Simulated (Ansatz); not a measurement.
# C3H10OSi: the cost of one run

Program: Ansatz 0.2.0. Level of theory: RKS B3LYP-D4/STO-3G. These are calculated values, not measurements.

### Step 1. The system as given

Bond lengths: Si1–C2 1.870 Å, C2–H3 1.110 Å, C2–H4 1.110 Å, C2–H5 1.110 Å, Si1–C6 1.870 Å, C6–H7 1.110 Å, C6–H8 1.110 Å, C6–H9 1.110 Å, Si1–C10 1.869 Å, C10–H11 1.110 Å, C10–H12 1.110 Å, C10–H13 1.110 Å, Si1–O14 1.679 Å, O14–H15 1.010 Å. Angles (14 of 25 angles, heavy atoms first): C2–Si1–C6 109.4°, C2–Si1–C10 109.5°, C2–Si1–O14 109.5°, C6–Si1–C10 109.5°, C6–Si1–O14 109.5°, C10–Si1–O14 109.5°, Si1–C2–H3 109.5°, Si1–C2–H4 109.5°, Si1–C2–H5 109.5°, Si1–C6–H7 109.5°, Si1–C6–H8 109.5°, Si1–C6–H9 109.5°, Si1–C10–H11 109.5°, Si1–C10–H12 109.5°.

Coordinates:

```xyz
15

Si    0.0000    0.0000    0.0000
C     0.0000    0.0000    1.8700
H    -0.9996   -0.3092    2.2405
H     0.7676   -0.7111    2.2405
H     0.2320    1.0203    2.2405
C     1.7634    0.0000   -0.6227
H     2.1111   -1.0463   -0.7509
H     1.8119    0.5276   -1.5981
H     2.4154    0.5187    0.1108
C    -0.8808    1.5259   -0.6227
H    -1.9334    1.2723   -0.8671
H    -0.8624    2.3106    0.1622
H    -0.3704    1.9025   -1.5336
O    -0.7913   -1.3709   -0.5594
H    -1.2459   -1.8365    0.2129
```

### Step 2. Relaxing the start

File input.yaml:

```yaml
crystal:
  periodic: [false, false, false]
  atoms:
    - { symbol: Si, position_ang: [0.0, 0.0, 0.0] }
    - { symbol: C, position_ang: [0.0, 0.0, 1.87] }
    - { symbol: H, position_ang: [-0.9996, -0.3092, 2.2405] }
    - { symbol: H, position_ang: [0.7676, -0.7111, 2.2405] }
    - { symbol: H, position_ang: [0.232, 1.0203, 2.2405] }
    - { symbol: C, position_ang: [1.7634, 0.0, -0.6227] }
    - { symbol: H, position_ang: [2.1111, -1.0463, -0.7509] }
    - { symbol: H, position_ang: [1.8119, 0.5276, -1.5981] }
    - { symbol: H, position_ang: [2.4154, 0.5187, 0.1108] }
    - { symbol: C, position_ang: [-0.8808, 1.5259, -0.6227] }
    - { symbol: H, position_ang: [-1.9334, 1.2723, -0.8671] }
    - { symbol: H, position_ang: [-0.8624, 2.3106, 0.1622] }
    - { symbol: H, position_ang: [-0.3704, 1.9025, -1.5336] }
    - { symbol: O, position_ang: [-0.7913, -1.3709, -0.5594] }
    - { symbol: H, position_ang: [-1.2459, -1.8365, 0.2129] }
basis:
  gaussian: { orbitals: STO-3G }
hamiltonian:
  xc: b3lyp
  dispersion: d4
relax:
  f_tol: 0.02
  max_steps: 40
```

Run with:

```console
$ ansatz run input.yaml --threads 1 --pin off --max-ram 2048MiB --backend cpu --events-out ev --progress --plain --runs-dir out
```

**Question.** How long does this run take on 1 thread of Arm Neoverse V1, shared host, and how much memory does it need?

About 47 s, with a peak of 0.13 GiB.
